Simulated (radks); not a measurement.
# Valence configurations of Mo

The task here is to estimate one member of a computed series from the others.

The numbers are computed with radks (a radial shooting solver on a logarithmic mesh, Libxc functionals) version 1 (scalar-relativistic Kohn-Sham, r2SCAN, spin-unpolarised, spherical densities, finite nucleus), except any that are marked as measured or tabulated.

## The system

* element: molybdenum (Z = 42)
* charge: 0
* electrons: 42
* configuration: [Kr] 4d5 5s1
* nuclear rms radius: 4.4091 fm
* others tried: 4d6; 4d4.5 5s1.5; 4d4 5s2; 4d5 5p1; 4d3.5 5s1.5 5p1; 4d3 5s1 5p2; 4d4.5 5s1 5p0.5; 4d1 5s1 5p4; 4d4 5s1 5p1

Outer shells as boxes (Hund's rule):

Mo
```
[Kr] core
4d [↑ ][↑ ][↑ ][↑ ][↑ ]
5s [↑ ]
```

The first run:

Settings of this run:

```text
Z 42
configuration [Kr] 4d5 5s1
relativity scalar-relativistic
functional r2scan,r2scan
spin unpolarised
nucleus finite rms 4.4091 fm
c 137.035999084
```

Steps of the session up to this table: [Kr] 4d5 5s1.

One table of the session follows, with a row left open; its other results are not shown here.

It belongs to the step «[Kr] 4d5 5s1». Radial moments (bohr):

| level | <r> | outermost maximum (interpolated) | 90 % within | nodes |
| --- | --- | --- | --- | --- |
| 2p | 0.1340 | 0.104 | 0.218 | 0 |
| 3s | 0.4278 | 0.383 | 0.632 | 2 |
| 3p | ? | ? | ? | ? |
| 3d | 0.4153 | 0.324 | 0.663 | 0 |
| 4s | 1.112 | 0.991 | 1.62 | 3 |
| 4p | 1.241 | 1.07 | 1.84 | 2 |
| 5s | 3.611 | 2.98 | 5.43 | 4 |
| 4d | 1.992 | 1.38 | 3.33 | 1 |

Estimate the missing values for 3p.

The run gave: <r>: 0.4299; outermost maximum (interpolated): 0.377; 90 % within: 0.649; nodes: 1. In the column «<r>» it lies between 3s (0.4278) and 4s (1.112).
